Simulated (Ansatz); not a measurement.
# MgCd2SeS2: the cost of one run

Computed with Ansatz 0.2.0 (DFT PBE, scalar-relativistic, plane waves, PAW, unless a step's input says otherwise).

### Step 1. The structure to begin with

It takes space group P-4m2 (No. 115, tetragonal). Conventional cell: a = 4.452 Å, b = 4.452 Å, c = 7.541 Å, α = 90.00°, β = 90.00°, γ = 90.00°. Mg (site symmetry -4m2) is surrounded by 4 Cd at 2.56 Å and 4 Se at 3.15 Å and 4 S at 3.27 Å. Around Cd (site symmetry 2mm) lie 2 Mg at 2.56 Å and 2 Se at 2.56 Å and 5 S at 3.35 to 3.66 Å. Se (site symmetry -4m2) is surrounded by 4 Cd at 2.56 Å. S (site symmetry 2mm) is surrounded by 2 Mg at 3.27 Å and 2 Se at 3.27 Å and 5 Cd at 3.35 to 3.66 Å.

Structure file:

```
CELL_PARAMETERS angstrom
4.45227 0.00000 0.00000
0.00000 4.45227 0.00000
0.00000 0.00000 7.54116
ATOMIC_POSITIONS crystal
Mg 0.00000 0.00000 0.00000
Cd 0.50000 0.00000 0.83276
Cd 0.00000 0.50000 0.16724
Se 0.50000 0.50000 0.00000
S 0.50000 0.00000 0.31831
S 0.00000 0.50000 0.68169
```

Recipe of the guess: species swapped into a database cell of Pr2FeSi2Ru (P-4m2, No. 115), with S on the Pr sites, Mg on the Fe sites, Cd on the Si sites and Se on the Ru sites. Its size is a rough estimate.

### Step 2. A first look at the guess

Input file input.yaml:

```yaml
crystal:
  lattice:
    - [4.45226564, 0.0, 0.0]
    - [0.0, 4.45226564, 0.0]
    - [0.0, 0.0, 7.54115673]
  atoms:
    - { symbol: Mg, position: [0.0, 0.0, 0.0] }
    - { symbol: Cd, position: [0.5, 0.0, 0.83276302] }
    - { symbol: Cd, position: [0.0, 0.5, 0.16723698] }
    - { symbol: Se, position: [0.5, 0.5, 0.0] }
    - { symbol: S, position: [0.5, 0.0, 0.31830999] }
    - { symbol: S, position: [0.0, 0.5, 0.68169001] }
basis:
  ecutwfc: 420
kpoints:
  mp_grid: { grid: [4, 4, 2] }
hamiltonian:
  xc: pbe
scf:
  occupations: { method: gaussian, width: 0.1 }
  lower_state_search: "off"
output:
  forces: true
  stress: true
  eigenvalues: true
```

Started as:

```bash
ansatz run input.yaml --threads 1 --pin off --max-ram 2560MiB --backend cpu --events-out ev --progress --plain --runs-dir out
```

What time and memory should one allow on 1 thread of Arm Neoverse V1, shared host?

About 7.8 s, with a peak of 0.38 GiB.
